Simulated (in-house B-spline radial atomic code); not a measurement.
# Br⁵⁺: ionisation energy by several methods

An exercise on one series of results from a longer session: the logs are not shown, and one member is left open.

The numbers are computed with in-house B-spline radial atomic code version 1 (scalar-relativistic (X2C), several functionals, spin-polarised; spherical all-electron atom at the radial basis limit), except any that are marked as measured or tabulated.

## The system

```
element       : bromine (Z = 35)
charge        : +5
electrons     : 30
configuration : [Ar] 3d10 4s2
nucleus       : Fermi, rms radius 4.163 fm
```

The outer shells:

[Ar] 3d10 4s2
```
[Ar] core
3d [↑↓][↑↓][↑↓][↑↓][↑↓]
4s [↑↓]
```

Where spins are not typed, each open shell is filled with up spins first.

The first run:

Settings of the run:

```ini
Z = 35
electrons = 30.0
configuration = [Ar] 3d10 4s2
hamiltonian = x2c
method = b88,p86
spin_polarised = True
nucleus = fermi
rms_radius = 4.1629
mass_number = 79
atomic_mass = 78.918337574
speed_of_light = 137.035999084
```

Among the steps run: BP86; OLYP; TPSS; BHandHLYP; Hartree-Fock; r2SCAN; LDA (PW92); PBEsol; RPBE.

One table of the session follows, with a row left open; its other results are not shown here.

| method | ΔSCF (eV) |
| --- | --- |
| LDA (PW92) | 88.444 |
| BP86 | 88.036 |
| OLYP | 87.493 |
| PBEsol | 87.816 |
| RPBE | ? |
| TPSS | 87.503 |
| r2SCAN | 87.296 |
| BHandHLYP | 87.429 |
| Hartree-Fock | 85.311 |

Estimate the missing values for RPBE.

As computed: ΔSCF (eV): 87.745. In the column «ΔSCF (eV)» it lies between TPSS (87.503) and PBEsol (87.816).
